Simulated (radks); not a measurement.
# Nb inside a hard spherical wall

What does compression do to the levels of Nb? A hard sphere of shrinking radius stands in for pressure; the configuration is held at [Kr] 4d4 5s1.

Method: scalar-relativistic Kohn-Sham, r2SCAN, spin-polarised, spherical densities, finite nucleus; open shells are filled with parallel spins first. Code: radks (a radial shooting solver on a logarithmic mesh, Libxc functionals) version 1.

### 1 The atom as given

* element: niobium (Z = 41)
* charge: 0
* electrons: 41
* configuration: [Kr] 4d4 5s1
* nuclear rms radius: 4.324 fm

The outer shells:

Nb
```
[Kr] core
4d [↑ ][↑ ][↑ ][↑ ][  ]
5s [↑ ]
```

### 2 The free atom

The run's settings:

```text
Z 41
configuration [Kr] 4d4 5s1 5p0 6s0 4f0
relativity scalar-relativistic
functional r2scan,r2scan
spin polarised
nucleus finite rms 4.324 fm
c 137.035999084
```

### 3 Wall at 15 bohr

Changes since step 2:

```diff
@@ -6,2 +6,3 @@
 nucleus finite rms 4.324 fm
+wall 15 bohr
 c 137.035999084
```

### 4 Wall at 10 bohr

Changes since step 3:

```diff
@@ -6,3 +6,3 @@
 nucleus finite rms 4.324 fm
-wall 15 bohr
+wall 10 bohr
 c 137.035999084
```

### 5 Wall at 8 bohr

Changes since step 4:

```diff
@@ -6,3 +6,3 @@
 nucleus finite rms 4.324 fm
-wall 10 bohr
+wall 8 bohr
 c 137.035999084
```

### 6 Wall at 6 bohr

Changes since step 5:

```diff
@@ -6,3 +6,3 @@
 nucleus finite rms 4.324 fm
-wall 8 bohr
+wall 6 bohr
 c 137.035999084
```

### 7 Wall at 4 bohr

Changes since step 6:

```diff
@@ -6,3 +6,3 @@
 nucleus finite rms 4.324 fm
-wall 6 bohr
+wall 4 bohr
 c 137.035999084
```

### 8 Wall at 3 bohr

Changes since step 7:

```diff
@@ -6,3 +6,3 @@
 nucleus finite rms 4.324 fm
-wall 4 bohr
+wall 3 bohr
 c 137.035999084
```

### 9 Wall at 2.5 bohr

Changes since step 8:

```diff
@@ -6,3 +6,3 @@
 nucleus finite rms 4.324 fm
-wall 3 bohr
+wall 2.5 bohr
 c 137.035999084
```

### 10 Wall at 1.5 bohr

Changes since step 9:

```diff
@@ -6,3 +6,3 @@
 nucleus finite rms 4.324 fm
-wall 2.5 bohr
+wall 1.5 bohr
 c 137.035999084
```

Q: Predict the outcome of this session. Wanted: for each run, R; E − E(free); ε(4d); ε(5p, empty); ε(6s, empty); ε(4f, empty); pressure.

**Answer**, as computed:

```
R (bohr)  E − E(free) (eV)  ε(4d) (eV)  ε(5p, empty) (eV)  ε(6s, empty) (eV)  ε(4f, empty) (eV)  pressure (GPa)
    free             0.000      -3.851             -1.225                  -                  -               0
      15             0.000      -3.851             -1.220              0.705              2.552        < 0.0001
      10             0.016      -3.810             -1.066              2.793              5.227          0.0153
       8             0.148      -3.602             -0.563              6.026              7.684           0.223
       6             1.366      -2.543              1.749             15.765             12.754            3.70
       4            14.394       2.977             15.283             56.936             27.248            99.5
       3            59.178      14.286             46.543             133.58             47.529             898
     2.5            139.74      29.236             88.374             225.08             68.840            3570
     1.5            1281.6      163.66             439.95             910.68             208.66          130510
```

What this shows: Eigenvalues are for spin up. At the tightest wall, 1.5 bohr, the energy stands 1281.6 eV above the free atom and the pressure, −dE/dV, is 130510 GPa. Of the levels in the table that exist at both ends, 5p (empty) rises most from the free atom (441.18 eV). From R = 4 bohr inwards the highest occupied level lies above zero, pushed up by confinement. Shells are not refilled when levels cross, and a hard wall is a model, not a crystal.
